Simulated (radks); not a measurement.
# Filling a parabolic well with ω = 1.04 hartree*, with a point charge of +1 at the centre: electrons 1 to 12

Which level does each new electron take in a parabolic well with ω = 1.04 hartree*, with a point charge of +1 at the centre, and at which counts is the dot hardest to charge further? Each count tries a few candidate levels and keeps the lowest.

Program: radks, version 2. Model: non-relativistic spin-polarised Kohn-Sham, LDA (Slater exchange, Perdew-Wang correlation), spherically averaged shells. All values are calculated.

**1. The system**

| Item | Value |
| --- | --- |
| well | a parabolic well with ω = 1.04 hartree*, with a point charge of +1 at the centre |
| functional | LDA (Slater exchange, Perdew-Wang correlation) |
| levels | named by radial order: 1s, 1p, 1d, 2s, 1f and so on |
| units | effective atomic units, hartree* and bohr* |
| configuration carried in | none |

**2. 1 electrons**

Trying: add 1s up. Settings of this run:

```ini
kind = parabolic
xc = PW
omega = 1.04  # hartree
z = 1  # e
electrons = 1
background = 0  # e
configuration = 1s(up 1, down 0)
```

Started as:

```sh
$ python run_model.py task.json out
```

task.json names the series; the program runs every candidate in turn, and a move starts from the lowest state found so far. In the records, mag is the spin moment and err the last SCF error; their hartree and bohr are effective units.

From the run's result record (rounded, not every field):

```text
{
  "status": "converged",
  "energy_total [hartree]": 0.267048483,
  "energy_kinetic [hartree]": 1.257869,
  "energy_external [hartree]": -1.039362,
  "energy_hartree [hartree]": 0.5176448,
  "energy_xc [hartree]": -0.4691028,
  "energy_background [hartree]": 0.0,
  "orbitals [level, occupation, hartree, mean radius in bohr]": [
    ["1s up", 1, 0.633892, 0.878836]
  ],
  "r2_mean [bohr^2]": 0.9502075,
  "mag [bohr magneton]": 1,
  "err": 1.6e-09
}
```

The series goes on from 1s(up 1, down 0).

**3. N = 2**

Trying: add 1s down. Settings of this run:

```ini
kind = parabolic
xc = PW
omega = 1.04  # hartree
z = 1  # e
electrons = 2
background = 0  # e
configuration = 1s2
```

From the run's result record (rounded, not every field):

```text
{
  "status": "converged",
  "energy_total [hartree]": 1.46592005,
  "energy_kinetic [hartree]": 2.112519,
  "energy_external [hartree]": -1.622815,
  "energy_hartree [hartree]": 1.894943,
  "energy_xc [hartree]": -0.9187266,
  "energy_background [hartree]": 0.0,
  "orbitals [level, occupation, hartree, mean radius in bohr]": [
    ["1s up", 1, 1.53839, 0.958327],
    ["1s down", 1, 1.53839, 0.958327]
  ],
  "r2_mean [bohr^2]": 1.123307,
  "mag [bohr magneton]": 0,
  "err": 9.5e-10,
  "alpha [bohr^3]": 0.9450496
}
```

Trying: add 1p up. Changed: configuration = 1s(up 1, down 0) 1p(up 1, down 0).

Result:

```text
{
  "status": "converged",
  "energy_total [hartree]": 2.69011934,
  "energy_kinetic [hartree]": 2.563748,
  "energy_external [hartree]": -0.5340944,
  "energy_hartree [hartree]": 1.547208,
  "energy_xc [hartree]": -0.886742,
  "energy_background [hartree]": 0.0,
  "orbitals [level, occupation, hartree, mean radius in bohr]": [
    ["1s up", 1, 1.26941, 0.919157],
    ["1p up", 1, 2.68318, 1.41259]
  ],
  "r2_mean [bohr^2]": 1.629191,
  "mag [bohr magneton]": 2,
  "err": 1.1e-09
}
```

| candidate | configuration | above the lowest (hartree*) |
| --- | --- | --- |
| add 1s down | 1s2 | lowest |
| add 1p up | 1s(up 1, down 0) 1p(up 1, down 0) | 1.22 |

Kept: 1s2.

**4. N = 3**

Trying: add 1p up. Settings of this run:

```ini
kind = parabolic
xc = PW
omega = 1.04  # hartree
z = 1  # e
electrons = 3
background = 0  # e
configuration = 1s2 1p(up 1, down 0)
```

From the run's result record (rounded, not every field):

```text
{
  "status": "converged",
  "energy_total [hartree]": 4.55803919,
  "energy_kinetic [hartree]": 3.244479,
  "energy_external [hartree]": -0.872453,
  "energy_hartree [hartree]": 3.511714,
  "energy_xc [hartree]": -1.325701,
  "energy_background [hartree]": 0.0,
  "orbitals [level, occupation, hartree, mean radius in bohr]": [
    ["1s up", 1, 2.12837, 0.998966],
    ["1p up", 1, 3.34103, 1.48704],
    ["1s down", 1, 2.18923, 0.989499]
  ],
  "r2_mean [bohr^2]": 1.622051,
  "mag [bohr magneton]": 1,
  "err": 2e-10
}
```

Trying: add 2s up. Changed: configuration = 1s2 2s(up 1, down 0).

Result:

```text
{
  "status": "converged",
  "energy_total [hartree]": 5.31934446,
  "energy_kinetic [hartree]": 3.849685,
  "energy_external [hartree]": -0.6687545,
  "energy_hartree [hartree]": 3.459806,
  "energy_xc [hartree]": -1.321392,
  "energy_background [hartree]": 0.0,
  "orbitals [level, occupation, hartree, mean radius in bohr]": [
    ["1s up", 1, 2.11596, 0.998136],
    ["2s up", 1, 4.07412, 1.62712],
    ["1s down", 1, 2.17851, 1.00798]
  ],
  "r2_mean [bohr^2]": 1.90227,
  "mag [bohr magneton]": 1,
  "err": 1.9e-09
}
```

| candidate | configuration | above the lowest (hartree*) |
| --- | --- | --- |
| add 1p up | 1s2 1p(up 1, down 0) | lowest |
| add 2s up | 1s2 2s(up 1, down 0) | 0.761 |

The series goes on from 1s2 1p(up 1, down 0).

From the same record, its empty bound levels (hartree) and its density (bohr, e/bohr³):

```text
empty: [["1d up", 4.3617], ["2s up", 4.116], ["1f up", 5.3707], ["1p down", 3.4189], ["1d down", 4.4349], ["2s down", 4.1697], ["1f down", 5.4332]]
r: [0.05094, 0.179, 0.307, 0.435, 0.563, 0.691, 0.819, 0.947, 1.075, 1.203, 1.331, 1.459, 1.587, 1.715, 1.843, 1.971, 2.099, 2.227, 2.355, 2.483]
n: [1.071, 0.8301, 0.6456, 0.5043, 0.3955, 0.3109, 0.2442, 0.191, 0.1482, 0.1135, 0.08541, 0.06295, 0.04527, 0.03169, 0.02153, 0.01418, 0.009039, 0.005571, 0.003318, 0.001909]
```

**5. Electron number 4**

Trying: add 1p up. Settings of this run:

```ini
kind = parabolic
xc = PW
omega = 1.04  # hartree
z = 1  # e
electrons = 4
background = 0  # e
configuration = 1s2 1p(up 2, down 0)
```

From the run's result record (rounded, not every field):

```text
{
  "status": "converged",
  "energy_total [hartree]": 8.15309023,
  "energy_kinetic [hartree]": 4.275974,
  "energy_external [hartree]": 0.03777589,
  "energy_hartree [hartree]": 5.634683,
  "energy_xc [hartree]": -1.795343,
  "energy_background [hartree]": 0.0,
  "orbitals [level, occupation, hartree, mean radius in bohr]": [
    ["1s up", 1, 2.71374, 1.03353],
    ["1p up", 2, 3.84925, 1.52718],
    ["1s down", 1, 2.81579, 1.01922]
  ],
  "r2_mean [bohr^2]": 1.933118,
  "mag [bohr magneton]": 2,
  "err": 1e-10
}
```

Trying: add 1p down. Changed: configuration = 1s2 1p(up 1, down 1).

Result:

```text
{
  "status": "converged",
  "energy_total [hartree]": 8.21337597,
  "energy_kinetic [hartree]": 4.257392,
  "energy_external [hartree]": 0.06361636,
  "energy_hartree [hartree]": 5.623721,
  "energy_xc [hartree]": -1.731353,
  "energy_background [hartree]": 0.0,
  "orbitals [level, occupation, hartree, mean radius in bohr]": [
    ["1s up", 1, 2.75409, 1.02814],
    ["1p up", 1, 3.89742, 1.53061],
    ["1s down", 1, 2.75409, 1.02814],
    ["1p down", 1, 3.89742, 1.53061]
  ],
  "r2_mean [bohr^2]": 1.941556,
  "mag [bohr magneton]": 0,
  "err": 5.7e-11
}
```

Trying: add 2s up. Changed: configuration = 1s2 1p(up 1, down 0) 2s(up 1, down 0).

Result:

```text
{
  "status": "converged",
  "energy_total [hartree]": 8.8951524,
  "energy_kinetic [hartree]": 4.882181,
  "energy_external [hartree]": 0.2294995,
  "energy_hartree [hartree]": 5.554496,
  "energy_xc [hartree]": -1.771024,
  "energy_background [hartree]": 0.0,
  "orbitals [level, occupation, hartree, mean radius in bohr]": [
    ["1s up", 1, 2.69675, 1.03479],
    ["1p up", 1, 3.82755, 1.53381],
    ["2s up", 1, 4.5641, 1.64435],
    ["1s down", 1, 2.8092, 1.04034]
  ],
  "r2_mean [bohr^2]": 2.140685,
  "mag [bohr magneton]": 2,
  "err": 7.4e-11
}
```

Trying: move 1p up to 1p down: the same state as a run above.

| candidate | configuration | above the lowest (hartree*) |
| --- | --- | --- |
| add 1p up | 1s2 1p(up 2, down 0) | lowest |
| add 1p down | 1s2 1p(up 1, down 1) | 0.0603 |
| add 2s up | 1s2 1p(up 1, down 0) 2s(up 1, down 0) | 0.742 |
| move 1p up to 1p down | 1s2 1p(up 1, down 1) | 0.0603 |

Lowest: 1s2 1p(up 2, down 0).

**6. Electron number 5**

Trying: add 1p up. Settings of this run:

```ini
kind = parabolic
xc = PW
omega = 1.04  # hartree
z = 1  # e
electrons = 5
background = 0  # e
configuration = 1s2 1p(up 3, down 0)
```

From the run's result record (rounded, not every field):

```text
{
  "status": "converged",
  "energy_total [hartree]": 12.255058,
  "energy_kinetic [hartree]": 5.214634,
  "energy_external [hartree]": 1.114034,
  "energy_hartree [hartree]": 8.227129,
  "energy_xc [hartree]": -2.300738,
  "energy_background [hartree]": 0.0,
  "orbitals [level, occupation, hartree, mean radius in bohr]": [
    ["1s up", 1, 3.28403, 1.06587],
    ["1p up", 3, 4.3534, 1.56605],
    ["1s down", 1, 3.41737, 1.04807]
  ],
  "r2_mean [bohr^2]": 2.170694,
  "mag [bohr magneton]": 3,
  "err": 1.4e-10
}
```

Trying: add 1p down. Changed: configuration = 1s2 1p(up 2, down 1).

Result:

```text
{
  "status": "converged",
  "energy_total [hartree]": 12.3564605,
  "energy_kinetic [hartree]": 5.186454,
  "energy_external [hartree]": 1.156431,
  "energy_hartree [hartree]": 8.207027,
  "energy_xc [hartree]": -2.193452,
  "energy_background [hartree]": 0.0,
  "orbitals [level, occupation, hartree, mean radius in bohr]": [
    ["1s up", 1, 3.31397, 1.06167],
    ["1p up", 2, 4.38872, 1.56903],
    ["1s down", 1, 3.35657, 1.05663],
    ["1p down", 1, 4.43775, 1.57295]
  ],
  "r2_mean [bohr^2]": 2.182336,
  "mag [bohr magneton]": 1,
  "err": 2e-10
}
```

Trying: add 2s up. Changed: configuration = 1s2 1p(up 2, down 0) 2s(up 1, down 0).

Result:

```text
{
  "status": "converged",
  "energy_total [hartree]": 12.9744504,
  "energy_kinetic [hartree]": 5.820581,
  "energy_external [hartree]": 1.293354,
  "energy_hartree [hartree]": 8.124239,
  "energy_xc [hartree]": -2.263724,
  "energy_background [hartree]": 0.0,
  "orbitals [level, occupation, hartree, mean radius in bohr]": [
    ["1s up", 1, 3.267, 1.06878],
    ["1p up", 2, 4.33017, 1.57079],
    ["2s up", 1, 5.04783, 1.66425],
    ["1s down", 1, 3.4151, 1.07191]
  ],
  "r2_mean [bohr^2]": 2.334013,
  "mag [bohr magneton]": 3,
  "err": 3.3e-10
}
```

Trying: move 1p up to 1p down: the same state as a run above.

| candidate | configuration | above the lowest (hartree*) |
| --- | --- | --- |
| add 1p up | 1s2 1p(up 3, down 0) | lowest |
| add 1p down | 1s2 1p(up 2, down 1) | 0.101 |
| add 2s up | 1s2 1p(up 2, down 0) 2s(up 1, down 0) | 0.719 |
| move 1p up to 1p down | 1s2 1p(up 2, down 1) | 0.101 |

Kept: 1s2 1p(up 3, down 0).

**7. Electron number 6**

Trying: add 1p down. Settings of this run:

```ini
kind = parabolic
xc = PW
omega = 1.04  # hartree
z = 1  # e
electrons = 6
background = 0  # e
configuration = 1s2 1p(up 3, down 1)
```

From the run's result record (rounded, not every field):

```text
{
  "status": "converged",
  "energy_total [hartree]": 16.9893509,
  "energy_kinetic [hartree]": 6.037872,
  "energy_external [hartree]": 2.410755,
  "energy_hartree [hartree]": 11.23033,
  "energy_xc [hartree]": -2.689607,
  "energy_background [hartree]": 0.0,
  "orbitals [level, occupation, hartree, mean radius in bohr]": [
    ["1s up", 1, 3.86047, 1.09314],
    ["1p up", 3, 4.87589, 1.60646],
    ["1s down", 1, 3.93634, 1.08442],
    ["1p down", 1, 4.96153, 1.61429]
  ],
  "r2_mean [bohr^2]": 2.384925,
  "mag [bohr magneton]": 2,
  "err": 1.3e-09
}
```

Trying: add 2s up. Changed: configuration = 1s2 1p(up 3, down 0) 2s(up 1, down 0).

Result:

```text
{
  "status": "converged",
  "energy_total [hartree]": 17.5529006,
  "energy_kinetic [hartree]": 6.675934,
  "energy_external [hartree]": 2.523164,
  "energy_hartree [hartree]": 11.13758,
  "energy_xc [hartree]": -2.783776,
  "energy_background [hartree]": 0.0,
  "orbitals [level, occupation, hartree, mean radius in bohr]": [
    ["1s up", 1, 3.82165, 1.10127],
    ["1p up", 3, 4.82516, 1.60776],
    ["2s up", 1, 5.52194, 1.68462],
    ["1s down", 1, 3.99725, 1.10278]
  ],
  "r2_mean [bohr^2]": 2.505562,
  "mag [bohr magneton]": 4,
  "err": 6.8e-10
}
```

Trying: add 2s down. Changed: configuration = 1s2 1p(up 3, down 0) 2s(up 0, down 1).

Result:

```text
{
  "status": "converged",
  "energy_total [hartree]": 17.6376568,
  "energy_kinetic [hartree]": 6.653676,
  "energy_external [hartree]": 2.562823,
  "energy_hartree [hartree]": 11.11754,
  "energy_xc [hartree]": -2.696381,
  "energy_background [hartree]": 0.0,
  "orbitals [level, occupation, hartree, mean radius in bohr]": [
    ["1s up", 1, 3.86122, 1.11818],
    ["1p up", 3, 4.84322, 1.60523],
    ["1s down", 1, 3.93313, 1.08605],
    ["2s down", 1, 5.5925, 1.70749]
  ],
  "r2_mean [bohr^2]": 2.513937,
  "mag [bohr magneton]": 2,
  "err": 6.7e-10
}
```

Trying: move 1p up to 1p down. Changed: configuration = 1s2 1p(up 2, down 2).

Result:

```text
{
  "status": "converged",
  "energy_total [hartree]": 17.0316805,
  "energy_kinetic [hartree]": 6.02736,
  "energy_external [hartree]": 2.427858,
  "energy_hartree [hartree]": 11.22139,
  "energy_xc [hartree]": -2.64493,
  "energy_background [hartree]": 0.0,
  "orbitals [level, occupation, hartree, mean radius in bohr]": [
    ["1s up", 1, 3.89305, 1.0893],
    ["1p up", 2, 4.91274, 1.60991],
    ["1s down", 1, 3.89305, 1.0893],
    ["1p down", 2, 4.91274, 1.60991]
  ],
  "r2_mean [bohr^2]": 2.389039,
  "mag [bohr magneton]": 0,
  "err": 1.9e-10
}
```

| candidate | configuration | above the lowest (hartree*) |
| --- | --- | --- |
| add 1p down | 1s2 1p(up 3, down 1) | lowest |
| add 2s up | 1s2 1p(up 3, down 0) 2s(up 1, down 0) | 0.564 |
| add 2s down | 1s2 1p(up 3, down 0) 2s(up 0, down 1) | 0.648 |
| move 1p up to 1p down | 1s2 1p(up 2, down 2) | 0.0423 |

The series goes on from 1s2 1p(up 3, down 1).

From the same record, its empty bound levels (hartree) and its density (bohr, e/bohr³):

```text
empty: [["1d up", 5.7541], ["2s up", 5.562], ["1f up", 6.6494], ["1d down", 5.8306], ["2s down", 5.6189], ["1f down", 6.7136]]
r: [0.06177, 0.217, 0.3722, 0.5274, 0.6827, 0.8379, 0.9931, 1.148, 1.304, 1.459, 1.614, 1.769, 1.924, 2.08, 2.235, 2.39, 2.545, 2.701, 2.856, 3.011]
n: [0.851, 0.641, 0.5025, 0.411, 0.3482, 0.301, 0.2611, 0.2237, 0.1866, 0.1503, 0.1161, 0.08557, 0.05992, 0.03968, 0.02494, 0.01483, 0.008334, 0.00441, 0.002214, 0.001051]
```

**8. N = 7**

Trying: add 1p down. Settings of this run:

```ini
kind = parabolic
xc = PW
omega = 1.04  # hartree
z = 1  # e
electrons = 7
background = 0  # e
configuration = 1s2 1p(up 3, down 2)
```

From the run's result record (rounded, not every field):

```text
{
  "status": "converged",
  "energy_total [hartree]": 22.1806868,
  "energy_kinetic [hartree]": 6.803273,
  "energy_external [hartree]": 3.856301,
  "energy_hartree [hartree]": 14.65068,
  "energy_xc [hartree]": -3.129568,
  "energy_background [hartree]": 0.0,
  "orbitals [level, occupation, hartree, mean radius in bohr]": [
    ["1s up", 1, 4.41796, 1.11991],
    ["1p up", 3, 5.38424, 1.64603],
    ["1s down", 1, 4.45156, 1.11635],
    ["1p down", 2, 5.42125, 1.64992]
  ],
  "r2_mean [bohr^2]": 2.572351,
  "mag [bohr magneton]": 1,
  "err": 1.4e-09
}
```

Trying: add 2s up. Changed: configuration = 1s2 1p(up 3, down 1) 2s(up 1, down 0).

Result:

```text
{
  "status": "converged",
  "energy_total [hartree]": 22.7683822,
  "energy_kinetic [hartree]": 7.425338,
  "energy_external [hartree]": 3.978313,
  "energy_hartree [hartree]": 14.53326,
  "energy_xc [hartree]": -3.168529,
  "energy_background [hartree]": 0.0,
  "orbitals [level, occupation, hartree, mean radius in bohr]": [
    ["1s up", 1, 4.37962, 1.12857],
    ["1p up", 3, 5.3342, 1.64716],
    ["2s up", 1, 5.99817, 1.70882],
    ["1s down", 1, 4.49885, 1.14038],
    ["1p down", 1, 5.43755, 1.65344]
  ],
  "r2_mean [bohr^2]": 2.677488,
  "mag [bohr magneton]": 3,
  "err": 5.2e-10
}
```

Trying: add 2s down. Changed: configuration = 1s2 1p(up 3, down 1) 2s(up 0, down 1).

Result:

```text
{
  "status": "converged",
  "energy_total [hartree]": 22.8167804,
  "energy_kinetic [hartree]": 7.414344,
  "energy_external [hartree]": 3.999886,
  "energy_hartree [hartree]": 14.52153,
  "energy_xc [hartree]": -3.11898,
  "energy_background [hartree]": 0.0,
  "orbitals [level, occupation, hartree, mean radius in bohr]": [
    ["1s up", 1, 4.4215, 1.14771],
    ["1p up", 3, 5.35342, 1.64491],
    ["1s down", 1, 4.44462, 1.1201],
    ["1p down", 1, 5.40695, 1.65721],
    ["2s down", 1, 6.03997, 1.72152]
  ],
  "r2_mean [bohr^2]": 2.68166,
  "mag [bohr magneton]": 1,
  "err": 1.2e-09
}
```

| candidate | configuration | above the lowest (hartree*) |
| --- | --- | --- |
| add 1p down | 1s2 1p(up 3, down 2) | lowest |
| add 2s up | 1s2 1p(up 3, down 1) 2s(up 1, down 0) | 0.588 |
| add 2s down | 1s2 1p(up 3, down 1) 2s(up 0, down 1) | 0.636 |

Kept: 1s2 1p(up 3, down 2).

**9. Electron number 8**

Trying: add 1p down. Settings of this run:

```ini
kind = parabolic
xc = PW
omega = 1.04  # hartree
z = 1  # e
electrons = 8
background = 0  # e
configuration = 1s2 1p6
```

From the run's result record (rounded, not every field):

```text
{
  "status": "converged",
  "energy_total [hartree]": 27.830891,
  "energy_kinetic [hartree]": 7.514155,
  "energy_external [hartree]": 5.4545,
  "energy_hartree [hartree]": 18.46453,
  "energy_xc [hartree]": -3.602294,
  "energy_background [hartree]": 0.0,
  "orbitals [level, occupation, hartree, mean radius in bohr]": [
    ["1s up", 1, 4.95689, 1.14616],
    ["1p up", 3, 5.87828, 1.68479],
    ["1s down", 1, 4.95689, 1.14616],
    ["1p down", 3, 5.87828, 1.68479]
  ],
  "r2_mean [bohr^2]": 2.743734,
  "mag [bohr magneton]": 0,
  "err": 4.4e-10,
  "alpha [bohr^3]": 7.013307
}
```

Trying: add 2s up. Changed: configuration = 1s2 1p(up 3, down 2) 2s(up 1, down 0).

Result:

```text
{
  "status": "converged",
  "energy_total [hartree]": 28.4301177,
  "energy_kinetic [hartree]": 8.124625,
  "energy_external [hartree]": 5.579683,
  "energy_hartree [hartree]": 18.32767,
  "energy_xc [hartree]": -3.60186,
  "energy_background [hartree]": 0.0,
  "orbitals [level, occupation, hartree, mean radius in bohr]": [
    ["1s up", 1, 4.9201, 1.1554],
    ["1p up", 3, 5.82995, 1.68585],
    ["2s up", 1, 6.46374, 1.73226],
    ["1s down", 1, 4.99745, 1.17381],
    ["1p down", 2, 5.88598, 1.68809]
  ],
  "r2_mean [bohr^2]": 2.836274,
  "mag [bohr magneton]": 2,
  "err": 1.1e-09
}
```

Trying: add 2s down. Changed: configuration = 1s2 1p(up 3, down 2) 2s(up 0, down 1).

Result:

```text
{
  "status": "converged",
  "energy_total [hartree]": 28.4516338,
  "energy_kinetic [hartree]": 8.120271,
  "energy_external [hartree]": 5.589044,
  "energy_hartree [hartree]": 18.32224,
  "energy_xc [hartree]": -3.579916,
  "energy_background [hartree]": 0.0,
  "orbitals [level, occupation, hartree, mean radius in bohr]": [
    ["1s up", 1, 4.9632, 1.17674],
    ["1p up", 3, 5.84945, 1.68395],
    ["1s down", 1, 4.94925, 1.15165],
    ["1p down", 2, 5.8622, 1.69045],
    ["2s down", 1, 6.48271, 1.73783]
  ],
  "r2_mean [bohr^2]": 2.837926,
  "mag [bohr magneton]": 0,
  "err": 1.1e-09
}
```

| candidate | configuration | above the lowest (hartree*) |
| --- | --- | --- |
| add 1p down | 1s2 1p6 | lowest |
| add 2s up | 1s2 1p(up 3, down 2) 2s(up 1, down 0) | 0.599 |
| add 2s down | 1s2 1p(up 3, down 2) 2s(up 0, down 1) | 0.621 |

Kept: 1s2 1p6.

**10. 9 electrons**

Trying: add 2s up. Settings of this run:

```ini
kind = parabolic
xc = PW
omega = 1.04  # hartree
z = 1  # e
electrons = 9
background = 0  # e
configuration = 1s2 1p6 2s(up 1, down 0)
```

From the run's result record (rounded, not every field):

```text
{
  "status": "converged",
  "energy_total [hartree]": 34.5394555,
  "energy_kinetic [hartree]": 8.776795,
  "energy_external [hartree]": 7.330618,
  "energy_hartree [hartree]": 22.49926,
  "energy_xc [hartree]": -4.067218,
  "energy_background [hartree]": 0.0,
  "orbitals [level, occupation, hartree, mean radius in bohr]": [
    ["1s up", 1, 5.44344, 1.18169],
    ["1p up", 3, 6.31236, 1.72377],
    ["2s up", 1, 6.91836, 1.75474],
    ["1s down", 1, 5.48733, 1.20522],
    ["1p down", 3, 6.33191, 1.72221]
  ],
  "r2_mean [bohr^2]": 2.986876,
  "mag [bohr magneton]": 1,
  "err": 5.8e-11
}
```

Trying: add 1d up. Changed: configuration = 1s2 1p6 1d(up 1, down 0).

Result:

```text
{
  "status": "converged",
  "energy_total [hartree]": 34.706617,
  "energy_kinetic [hartree]": 8.719692,
  "energy_external [hartree]": 7.708488,
  "energy_hartree [hartree]": 22.31956,
  "energy_xc [hartree]": -4.04112,
  "energy_background [hartree]": 0.0,
  "orbitals [level, occupation, hartree, mean radius in bohr]": [
    ["1s up", 1, 5.40773, 1.16453],
    ["1p up", 3, 6.2993, 1.71286],
    ["1d up", 1, 7.07345, 2.01746],
    ["1s down", 1, 5.42206, 1.15546],
    ["1p down", 3, 6.32572, 1.70853]
  ],
  "r2_mean [bohr^2]": 2.994452,
  "mag [bohr magneton]": 1,
  "err": 6.2e-10
}
```

Trying: move 2s up to 1d up: the same state as a run above.

| candidate | configuration | above the lowest (hartree*) |
| --- | --- | --- |
| add 2s up | 1s2 1p6 2s(up 1, down 0) | lowest |
| add 1d up | 1s2 1p6 1d(up 1, down 0) | 0.167 |
| move 2s up to 1d up | 1s2 1p6 1d(up 1, down 0) | 0.167 |

The series goes on from 1s2 1p6 2s(up 1, down 0).

From the same record, its empty bound levels (hartree) and its density (bohr, e/bohr³):

```text
empty: [["1d up", 7.0773], ["1f up", 7.8773], ["2p up", 7.9749], ["1g up", 8.7163], ["1d down", 7.0986], ["2s down", 6.9735], ["1f down", 7.9013], ["2p down", 8.0025], ["1g down", 8.7413]]
r: [0.06913, 0.2428, 0.4166, 0.5903, 0.764, 0.9377, 1.111, 1.285, 1.459, 1.633, 1.806, 1.98, 2.154, 2.327, 2.501, 2.675, 2.849, 3.022, 3.196, 3.37]
n: [1.134, 0.8085, 0.5905, 0.4489, 0.3586, 0.3005, 0.2602, 0.2272, 0.1956, 0.1629, 0.1296, 0.09721, 0.06841, 0.04507, 0.0276, 0.01571, 0.008311, 0.0041, 0.001873, 0.0007949]
```

(Part 1 of 2 ends here.)
